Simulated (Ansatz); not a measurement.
# BFH₆SSi₂: small, medium and large basis sets

One table from this session's results is given with a row withheld; the runs are named, their logs left out.

Computed with Ansatz 0.2.0, Gaussian basis. Level: one geometry, several basis sets.

Plan: PBE0-D4/def2-SVP; ωB97M-V/def2-SVP; PBE0-D4/def2-QZVPP; ωB97M-V/def2-QZVPP; the functionals' def2-TZVPP values are taken from earlier runs.

**The relaxed structure**

The geometry comes from an earlier relaxation with PBE0-D4 in a triple-zeta def2 set; it is a stationary point, not always the lowest conformer.

11 atoms, charge 0, spin multiplicity 1.

Atoms are counted from 1 here; the program's logs count them from 0.

Bond lengths: B1–Si2 2.034 Å, B1–S5 2.019 Å, B1–H6 1.200 Å, B1–H7 1.206 Å, Si2–Si3 2.302 Å, Si2–H8 1.493 Å, Si2–H9 1.487 Å, Si3–F4 1.599 Å, Si3–S5 2.235 Å, Si3–H10 1.484 Å, S5–H11 1.348 Å. Angles: Si2–B1–S5 97.5°, Si2–B1–H6 119.0°, Si2–B1–H7 112.9°, S5–B1–H6 107.5°, S5–B1–H7 101.4°, H6–B1–H7 115.0°, B1–Si2–Si3 78.9°, B1–Si2–H8 114.1°, B1–Si2–H9 125.5°, Si3–Si2–H8 106.2°, Si3–Si2–H9 117.9°, H8–Si2–H9 109.7°, Si2–Si3–F4 129.8°, Si2–Si3–S5 84.4°, Si2–Si3–H10 117.0°, F4–Si3–S5 110.4°, F4–Si3–H10 107.3°, S5–Si3–H10 100.4° and more.

Set-up of the first run:

Input file in.yaml:

```yaml
crystal:
  periodic: [false, false, false]
  atoms:
    - {symbol: B, position_ang: [-0.991056, 0.966844, -0.260696]}
    - {symbol: Si, position_ang: [-0.292233, -0.089081, 1.330476]}
    - {symbol: Si, position_ang: [1.388697, -0.433266, -0.204825]}
    - {symbol: F, position_ang: [2.252959, -1.745787, -0.499743]}
    - {symbol: S, position_ang: [-0.246113, -0.220821, -1.714058]}
    - {symbol: H, position_ang: [-2.175884, 1.045567, -0.431966]}
    - {symbol: H, position_ang: [-0.379819, 1.988880, -0.450985]}
    - {symbol: H, position_ang: [-0.956762, -1.411245, 1.525040]}
    - {symbol: H, position_ang: [0.078735, 0.484105, 2.651953]}
    - {symbol: H, position_ang: [2.230231, 0.737421, -0.554696]}
    - {symbol: H, position_ang: [-0.843258, -1.379713, -1.370000]}
basis:
  gaussian: {orbitals: def2-SVP}
hamiltonian: {xc: pbe0, dispersion: d4}
output: {orbitals: {seedname: orbitals}}
```

Among the steps run: PBE0-D4 in def2-SVP; ωB97M-V in def2-SVP; PBE0-D4 in def2-QZVPP; ωB97M-V in def2-QZVPP.

One table of the session follows, with a row left open; its other results are not shown here.

It belongs to the step «Functionals by basis». 

```
functional       basis  HOMO (eV)
   PBE0-D4    def2-SVP      -7.44
   PBE0-D4  def2-TZVPP      -7.44
   PBE0-D4  def2-QZVPP      -7.45
   ωB97M-V    def2-SVP          ?
   ωB97M-V  def2-TZVPP      -9.49
   ωB97M-V  def2-QZVPP      -9.50
```

Estimate the missing values for ωB97M-V, def2-SVP.

As computed: HOMO (eV): -9.46. In the column «HOMO (eV)» it lies between ωB97M-V, def2-TZVPP (-9.49) and PBE0-D4, def2-QZVPP (-7.45).
